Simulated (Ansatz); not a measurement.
# CaMg₂, space group P-6m2: a convergence test of the plane-wave cutoff

Computed with the Python package of Ansatz (0.2.0).

Notebook, run cell by cell (the value of a cell's last expression is shown):

In [1]:
```python
import warnings

import ansatz as az
import pandas as pd
from pymatgen.core import Lattice, Structure
from pymatgen.io.ase import AseAtomsAdaptor
```

In [2]:
```python
FUNCTIONAL = "PBEsol"
MESH = (7, 7, 2)
SIGMA = 0.05
```

In [3]:
```python
warnings.simplefilter("ignore", az.DeckWarning)

pmg_structure = Structure(
    Lattice([[3.48329, 0.0, 0.0], [-1.74164, 3.01662, 0.0], [0.0, 0.0, 16.68606]]),
    ["Ca", "Ca", "Mg", "Mg", "Mg", "Mg"],
    [
        [0.0, 0.0, 0.32739],
        [0.0, 0.0, 0.67261],
        [0.0, 0.0, 0.0],
        [2 / 3, 1 / 3, 0.155],
        [2 / 3, 1 / 3, 0.5],
        [2 / 3, 1 / 3, 0.845],
    ],
)
cell = az.Crystal.from_ase(AseAtomsAdaptor.get_atoms(pmg_structure))
```

In [4]:
```python
cell.resolved().sites[-1]
```
Out [4]:
```text
Site(symbol='Mg', position=(0.6666666666666666, 0.33333333333333326, 0.845), moment=None, axis=None, held=None, saved=None)
```

In [5]:
```python
calculation = (
    cell.calculation()
    .functional(FUNCTIONAL)
    .kpoints(mesh=MESH, center="gamma")
    .occupations(az.OccupationsMethod.COLD, width=SIGMA)
)
```

In [6]:
```python
rows = []
for value in [250, 300, 350, 400]:
    rep = calculation.basis(value).run(threads=1).report
    rows.append((value, rep["free_energy_ev"] / len(rep["lattice"]["sites"]), rep["n_iterations"], rep["n_pw"]))
```

In [7]:
```python
table = pd.DataFrame(rows, columns=["cutoff (eV)", "F/atom (eV)", "iterations", "plane waves"])
table.round(5)
```
Out [7]:
```text
   cutoff (eV)  F/atom (eV)  iterations  plane waves
0          250  -1872.33319           8         1597
1          300  -1872.51439           9         2027
2          350  -1872.53256           9         2607
3          400  -1872.53365           9         3163
```

In [8]:
```python
# differences from the last row
for row in rows[:-1]:
    shift = 1000 * (row[1] - rows[-1][1])
    print(f"{row[0]}: {shift:+.2f} meV/atom" + ("  (within 2 meV)" if abs(shift) < 2 else ""))
```
```text
250: +200.46 meV/atom
300: +19.26 meV/atom
350: +1.09 meV/atom  (within 2 meV)
```

Caveats:
- This cell is a computed structure, which may not be the phase found in nature.
- Shifts are counted from the last row, which is itself no proven limit.
- The script silences the warnings on its input, which a real study should read.
- It ran for 22 s on 1 thread of Arm Neoverse V1, with other jobs on the host, peak memory 0.51 GiB.
